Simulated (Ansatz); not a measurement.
Runs of Ansatz 0.2.0 on HfIn4SiO6. It takes space group C2 (No. 5, monoclinic). Conventional cell: a = 5.432 Å, b = 9.407 Å, c = 7.636 Å, α = 90.00°, β = 104.07°, γ = 90.00°. Hf (site symmetry 2) is surrounded by 6 O at 2.13 to 2.14 Å. In (site symmetry 2) has 2 O at 2.73 Å and 4 In at 3.12 Å as nearest neighbours. In (site symmetry 2) is surrounded by 6 O at 2.23 Å. In (site symmetry 2) has 2 O at 2.73 Å and 3 In at 3.07 to 3.12 Å as nearest neighbours. In (site symmetry 2) is surrounded by 2 O at 2.73 Å and 3 In at 3.07 to 3.12 Å. Si (site symmetry 2) has 6 O at 1.85 Å as nearest neighbours. O (site symmetry 1) has 1 Si at 1.85 Å as nearest neighbours. Around O (site symmetry 1) lie 1 Si at 1.85 Å. The cell was built by a generator and needn't be a form met in nature.

| task | potentials or basis | cell | k mesh | cutoff (eV) | target pressure (GPa) | gap on the mesh (eV) | pressure (GPa) | largest force (eV/Å) |
| --- | --- | --- | --- | --- | --- | --- | --- | --- |
| relaxation of cell and atoms | Ansatz PAW | relaxed to 2 GPa | 4 × 4 × 3 | 420 | 2 | none | 2.0 | - |
| relaxation of cell and atoms | Ansatz PAW | relaxed to 5 GPa | 4 × 4 × 3 | 420 | 5 | none | 5.0 | - |
| relaxation of cell and atoms | Ansatz PAW | relaxed to 10 GPa | 4 × 4 × 3 | 420 | 10 | none | 10.0 | 0.01 |
| relaxation of cell and atoms | Ansatz PAW | relaxed to 20 GPa | 4 × 4 × 3 | 420 | 20 | none | 20.0 | - |
| phonons | Ansatz PAW | as given | 4 × 4 × 3 | 420 | - | none | - | - |
| single point | PseudoDojo standard (PBE files) | as given | 6 × 6 × 4 | 1143 | - | none | -0.4 | (a) |

Alike in all rows: level PBE; no spin polarisation; smearing fermi-dirac 0.05 eV.

Task: Estimate the missing entries.

Result: (a) 0.10.

Caveats: the plane-wave basis is chosen anew once the cell has moved, so the energies of steps on either side of that aren't comparable (some runs); some modes are imaginary (some runs).

A k mesh can miss the band edges, and the runs leave out spin-orbit coupling on Hf, In.

A gap of «none» marks a metal or a gap under the smearing width.

The runs don't all hold the same shells in valence.
